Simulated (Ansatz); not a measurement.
# H8N2O3Si2: one species, many methods

The task here is to estimate one member of a computed series from the others.

Program: Ansatz 0.2.0, Gaussian basis. Level of theory: functionals in def2-TZVPP, the program's frozen cores in correlated methods. These are calculated values, not measurements.

Levels to be run: PBE-D4, r2SCAN-D4, PBE0-D4, B3LYP-D4, ωB97X-V, ωB97M-V, B2PLYP; CCSD(T)/def2-TZVPP; MP2/def2-QZVPP; extrapolation to the limit.

### The geometry

An earlier PBE0-D4 in a triple-zeta def2 set relaxation fixed the geometry.

SMILES `N[Si@H](O)O[Si@@H](N)O`, 15 atoms, charge 0, spin multiplicity 1.

Atoms are counted from 1 here; the program's logs count them from 0.

Bond lengths: N1–Si2 1.704 Å, N1–H8 1.006 Å, N1–H9 1.007 Å, Si2–O3 1.647 Å, Si2–O4 1.629 Å, Si2–H10 1.479 Å, O3–H11 0.960 Å, O4–Si5 1.636 Å, Si5–N6 1.704 Å, Si5–O7 1.636 Å, Si5–H12 1.477 Å, N6–H13 1.006 Å, N6–H14 1.008 Å, O7–H15 0.959 Å. Angles: Si2–N1–H8 121.7°, Si2–N1–H9 119.2°, H8–N1–H9 111.8°, N1–Si2–O3 110.2°, N1–Si2–O4 105.1°, N1–Si2–H10 116.2°, O3–Si2–O4 112.1°, O3–Si2–H10 103.4°, O4–Si2–H10 110.1°, Si2–O3–H11 114.7°, Si2–O4–Si5 139.6°, O4–Si5–N6 105.9°, O4–Si5–O7 113.1°, O4–Si5–H12 107.5°, N6–Si5–O7 110.1°, N6–Si5–H12 117.2°, O7–Si5–H12 103.2°, Si5–N6–H13 122.2° and more.

Set-up of the first run:

Contents of in.yaml:

```yaml
crystal:
  periodic: [false, false, false]
  atoms:
    - {symbol: N, position_ang: [0.169494, 1.293662, -2.454649]}
    - {symbol: Si, position_ang: [-0.555067, 0.754743, -1.010165]}
    - {symbol: O, position_ang: [-1.557753, -0.515432, -1.315505]}
    - {symbol: O, position_ang: [0.686184, 0.336321, -0.042568]}
    - {symbol: Si, position_ang: [0.979976, -0.583434, 1.278171]}
    - {symbol: N, position_ang: [-0.486549, -1.377045, 1.631061]}
    - {symbol: O, position_ang: [1.472104, 0.290008, 2.571231]}
    - {symbol: H, position_ang: [-0.362036, 1.756913, -3.172663]}
    - {symbol: H, position_ang: [1.126402, 1.605971, -2.436756]}
    - {symbol: H, position_ang: [-1.432473, 1.724036, -0.319505]}
    - {symbol: H, position_ang: [-1.262570, -1.100409, -2.017207]}
    - {symbol: H, position_ang: [2.151592, -1.431602, 0.978613]}
    - {symbol: H, position_ang: [-0.584737, -1.998133, 2.416144]}
    - {symbol: H, position_ang: [-1.144417, -1.579262, 0.894029]}
    - {symbol: H, position_ang: [0.799848, 0.823654, 2.999770]}
basis:
  gaussian: {orbitals: def2-TZVPP}
hamiltonian: {xc: pbe, dispersion: d4}
output: {forces: true, orbitals: {seedname: orbitals}}
```

The run is started by

```sh
$ ansatz run in.yaml --threads 2 --pin off --events-out ev --progress --plain --max-ram 32768MiB --backend cuda --devices 0, --max-vram 18GiB
```

Among the steps run: PBE-D4 (GGA); r2SCAN-D4 (meta-GGA); PBE0-D4 (hybrid); B3LYP-D4 (hybrid); ωB97X-V (range-separated); ωB97M-V (range-separated); B2PLYP (double hybrid); CCSD(T) in def2-TZVPP; MP2 in def2-QZVPP.

One of the session's tables, all rows but one given; the rest of the session is left out.

```
            method  atomisation energy (kJ/mol)
            PBE-D4                       5859.7
         r2SCAN-D4                       5790.2
           PBE0-D4                            ?
          B3LYP-D4                       5799.9
           ωB97X-V                       5831.9
           ωB97M-V                       5837.6
            B2PLYP                       5743.8
     HF/def2-TZVPP                       4056.5
    MP2/def2-TZVPP                       5769.1
   CCSD/def2-TZVPP                       5553.6
CCSD(T)/def2-TZVPP                       5640.2
           MP2/CBS                       5970.0
       CCSD(T)/CBS                       5841.1
```

**Question.** Estimate the row for PBE0-D4.

As computed: atomisation energy (kJ/mol): 5736.2. In the column «atomisation energy (kJ/mol)» it lies between CCSD(T)/def2-TZVPP (5640.2) and B2PLYP (5743.8).

Caveats from the session: Free atoms (2 N, 2 Si, 3 O, 8 H) were run apart at each level; the atomisation energy is their sum less the molecule, without zero-point or spin-orbit terms.
